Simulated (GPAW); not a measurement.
The system is MgH2.

```
Mg H
1.0
     4.47669    0.00000    0.00000
     0.00000    4.47669    0.00000
     0.00000    0.00000    2.99254
Mg H
2 4
Direct
  0.50000 0.50000 0.50000
  0.00000 0.00000 0.00000
  0.69557 0.69557 0.00000
  0.80443 0.19557 0.50000
  0.30443 0.30443 0.00000
  0.19557 0.80443 0.50000
```

The cell is a database's computed one.

Program: GPAW 26.7.0. Alike in all runs: no spin polarisation; cell as given; k mesh 5 × 5 × 7; cutoff (eV) 800; smearing fermi-dirac 0.05 eV.

Q: Order these runs on this cell by their band gap on the k mesh, lowest first.
A. level LDA; potentials or basis the program's PAW data sets (release 1.2.1) made for this functional, pw; band path GXMGZRAZ,XR,MA; band points 100
B. level TB-mBJ; potentials or basis GPAW PAW data sets for LDA (gpaw-data 1.2.1), pw
C. level GLLB-SC; potentials or basis the program's PAW data sets (release 1.2.1) made for this functional, pw

A: A (3.64 eV), C (5.11 eV), B (5.86 eV).

Caveats: a model potential gives levels but no total energy (some runs); an odd mesh through Γ misses points on the zone boundary, where band edges often lie (some runs); the mesh misses the band edges, which the band path finds closer together (some runs).

Not every run made on this cell is shown here.
